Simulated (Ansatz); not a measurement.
# F₂H₄HfN₂: vertical ionisation energy

One table from this session's results is given with a row withheld; the runs are named, their logs left out.

Program: Ansatz 0.2.0, Gaussian basis. Level of theory: unrestricted cation, the program's frozen cores in correlated methods. These are calculated values, not measurements.

The runs, in order: UKS PBE-D4/def2-TZVPP; UKS r2SCAN-D4/def2-TZVPP; UKS PBE0-D4/def2-TZVPP; UKS B3LYP-D4/def2-TZVPP; UKS wB97X-V/def2-TZVPP; UKS wB97M-V/def2-TZVPP; UKS B2PLYP/def2-TZVPP; UHF-CCSD(T)/def2-TZVPP; UHF-MP2/def2-QZVPP; extrapolation to the limit; then −ε(HOMO) from the neutral's earlier runs with LDA (SPW92), PBE-D4, revPBE-D4, BLYP-D4, r2SCAN-D4, B97M-V, PBE0-D4, B3LYP-D4, r2SCANh-D4, r2SCAN0-D4, HSE06-D4, BHLYP-D4, CAM-B3LYP-D4, LC-ωPBE, ωB97X-V, ωB97M-V.

## The relaxed structure

All runs share one geometry, relaxed beforehand with PBE0-D4 in a triple-zeta def2 set. Hf takes the def2 core potential; no spin-orbit term is included.

SMILES `[NH2][Hf]([NH2])([F])[F]`, 9 atoms, charge 0, spin multiplicity 1.

Atoms are counted from 1 here; the program's logs count them from 0.

Bond lengths: N1–Hf2 2.030 Å, N1–H6 1.009 Å, N1–H7 1.011 Å, Hf2–N3 2.025 Å, Hf2–F4 1.918 Å, Hf2–F5 1.918 Å, N3–H8 1.011 Å, N3–H9 1.011 Å. Angles: Hf2–N1–H6 125.6°, Hf2–N1–H7 125.6°, H6–N1–H7 108.8°, N1–Hf2–N3 106.4°, N1–Hf2–F4 109.0°, N1–Hf2–F5 109.1°, N3–Hf2–F4 110.6°, N3–Hf2–F5 110.5°, F4–Hf2–F5 111.0°, Hf2–N3–H8 125.6°, Hf2–N3–H9 125.6°, H8–N3–H9 108.5°.

Set-up of the first run:

Input file in.yaml:

```yaml
crystal:
  periodic: [false, false, false]
  atoms:
    - {symbol: N, position_ang: [-1.137830, 1.219255, -0.324693]}
    - {symbol: Hf, position_ang: [0.369370, -0.111322, -0.603226]}
    - {symbol: N, position_ang: [0.623794, -1.064775, 1.164843]}
    - {symbol: F, position_ang: [-0.138483, -1.353203, -1.974423]}
    - {symbol: F, position_ang: [1.963238, 0.838586, -1.090665]}
    - {symbol: H, position_ang: [-1.642649, 1.363162, 0.537435]}
    - {symbol: H, position_ang: [-1.506343, 1.846615, -1.026149]}
    - {symbol: H, position_ang: [0.185940, -1.935815, 1.431981]}
    - {symbol: H, position_ang: [1.282972, -0.802504, 1.884907]}
basis:
  gaussian: {orbitals: def2-TZVPP}
total_charge: 1
magnetization: {spin_polarized: true, initial_magnetization: 1}
hamiltonian: {xc: pbe, dispersion: d4}
```

Started as:

```sh
> ansatz run in.yaml --threads 2 --pin off --events-out ev --progress --plain --max-ram 32768MiB --backend cpu
```

Among the steps run: Cation, UKS PBE-D4/def2-TZVPP; Cation, UKS r2SCAN-D4/def2-TZVPP; Cation, UKS PBE0-D4/def2-TZVPP; Cation, UKS B3LYP-D4/def2-TZVPP; Cation, UKS wB97X-V/def2-TZVPP; Cation, UKS wB97M-V/def2-TZVPP; Cation, UKS B2PLYP (frozen core)/def2-TZVPP; Cation, UHF-CCSD(T)/def2-TZVPP; Cation, UHF-MP2/def2-QZVPP.

One of the session's tables, all rows but one given; the rest of the session is left out.

Orbital estimates, from the neutral's runs:

| functional | −ε(HOMO) (eV) |
| --- | --- |
| LDA (SPW92) | 6.31 |
| PBE-D4 | 6.09 |
| revPBE-D4 | 6.01 |
| BLYP-D4 | ? |
| r2SCAN-D4 | 6.40 |
| B97M-V | 6.44 |
| PBE0-D4 | 7.54 |
| B3LYP-D4 | 7.30 |
| r2SCANh-D4 | 6.95 |
| r2SCAN0-D4 | 7.77 |
| HSE06-D4 | 7.13 |
| BHLYP-D4 | 8.90 |
| CAM-B3LYP-D4 | 9.00 |
| LC-ωPBE | 10.43 |
| ωB97X-V | 10.03 |
| ωB97M-V | 9.93 |

Estimate the missing values for BLYP-D4.

Worked estimate for «−ε(HOMO) (eV)». Against the share of exact exchange, B3LYP-D4 (0.2, 7.30), BHLYP-D4 (0.5, 8.90) give a slope of 5.33 per unit share; at 0 the line stands at 6.23.

As computed: −ε(HOMO) (eV): 5.97. In «−ε(HOMO) (eV)» the line misses by +0.26.
